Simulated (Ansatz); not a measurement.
# ScTiF5: the cost of one run

Computed with Ansatz 0.2.0 (DFT PBE, scalar-relativistic, plane waves, PAW, unless a step names another level, unless a step's input says otherwise).

2 further runs of the same task are left out: 2 that didn't finish. Runs told in other sessions of the task aren't counted.

## (1) Starting point

It takes space group C2/c (No. 15, monoclinic). The conventional cell has a = 7.876 Å, b = 7.988 Å, c = 7.563 Å, α = 90.00°, β = 119.63°, γ = 90.00°. Sc (site symmetry -1) has 6 F at 1.99 to 2.08 Å in its first shell of neighbours. Ti (site symmetry -1) has 4 F at 2.03 to 2.16 Å in its first shell of neighbours. F (site symmetry 1) is surrounded by 1 Sc at 2.08 Å and 1 Ti at 2.16 Å. Around F (site symmetry 1) lie 1 Sc at 2.02 Å and 1 Ti at 2.03 Å. F (site symmetry 2) is surrounded by 2 Sc at 1.99 Å.

Coordinates:

```xyz
14
Lattice="3.9379 -3.9942 -0.0097 3.9379 3.9942 -0.0097 -3.7229 0.0000 6.5833" Properties=species:S:1:pos:R:3 pbc="T T T"
Sc    1.9690    1.9971   -0.0048
Sc    0.1075   -1.9971    3.2868
Ti    1.9690   -1.9971   -0.0048
Ti    0.1075    1.9971    3.2868
F     4.1717   -1.8842    1.1203
F    -0.0187    1.8842    5.4436
F    -1.9976    0.0058    6.3730
F     6.1506   -0.0058    0.1909
F     2.3103    1.8842    4.4120
F     1.8427   -1.8842    2.1520
F     4.2891    0.0058    3.4826
F    -0.1362   -0.0058    3.0814
F     3.0072    1.5703    1.6362
F     1.1458   -1.5703    4.9278
```

It came out lowest among 16 distinct ends of the trial cells. At a tolerance of 0.02 Å it has space group C2/c (No. 15). Site moments: 0.0 0.0 1.3 1.3 0.0 0.0 0.0 0.0 0.0 0.0 0.0 0.0 0.0 0.0 μB.

## (2) Electronic structure at the relaxed geometry

Contents of input.yaml:

```yaml
crystal:
  lattice:
    - [3.9379127648, -3.9942025837, -0.009661674]
    - [3.9379127648, 3.9942025837, -0.009661674]
    - [-3.722870948, 0.0, 6.5832673442]
  atoms:
    - { symbol: Sc, position: [0.0, 0.5, 0.0] }
    - { symbol: Sc, position: [0.5, 0.0, 0.5] }
    - { symbol: Ti, position: [0.5, 0.0, 0.0], spin: 1.39 }
    - { symbol: Ti, position: [0.0, 0.5, 0.5], spin: 1.39 }
    - { symbol: F, position: [0.8468347433, 0.3751128993, 0.1719713781] }
    - { symbol: F, position: [0.1531652567, 0.6248871007, 0.8280286219] }
    - { symbol: F, position: [0.203524193, 0.2049639071, 0.9686598022] }
    - { symbol: F, position: [0.796475807, 0.7950360929, 0.0313401978] }
    - { symbol: F, position: [0.3751128993, 0.8468347433, 0.6719713781] }
    - { symbol: F, position: [0.6248871007, 0.1531652567, 0.3280286219] }
    - { symbol: F, position: [0.7950360929, 0.796475807, 0.5313401978] }
    - { symbol: F, position: [0.2049639071, 0.203524193, 0.4686598022] }
    - { symbol: F, position: [0.303433602, 0.696566398, 0.25] }
    - { symbol: F, position: [0.696566398, 0.303433602, 0.75] }
basis:
  ecutwfc: 420
kpoints:
  mp_grid: { grid: [8, 8, 6] }
  band_path:
    path:
      - [[0.0, 0.0, 0.0], [0.0, 0.0, 0.5], [-0.41514829, 0.41514829, 0.5]]
      - [[-0.58485171, -0.41514829, 0.5], [-0.5, -0.5, 0.5], [0.0, 0.0, 0.0], [-0.5, 0.5, 0.0]]
      - [[-0.5, 0.0, 0.5], [0.0, 0.0, 0.0], [-0.5, 0.0, 0.0]]
    npoints: 10
hamiltonian:
  xc: pbe
scf:
  occupations: { method: gaussian, width: 0.01 }
  n_extra_bands: 35
output:
  forces: true
  stress: true
  eigenvalues: true
  populations: true
  dos: { projected: true, de: 0.02, nscf_kmesh: { grid: [10, 10, 8] } }
  bader: false
  write_density: true
  write_potential: true
  elf: true
  volumetric_format: npy
magnetization:
  spin_polarized: true
checkpoint:
  read: start.run
  write: ck
  compress: false
  write_wavefunctions: false
  write_every: 100000
```

On the command line:

```console
$ ansatz run input.yaml --threads 1 --pin off --max-ram 2560MiB --backend cpu --events-out ev --progress --plain --runs-dir out
```

What time and memory should one allow on 1 thread of Intel Xeon 6975P-C (Granite Rapids), shared host?

About 6.3 min, with a peak of 2.4 GiB.
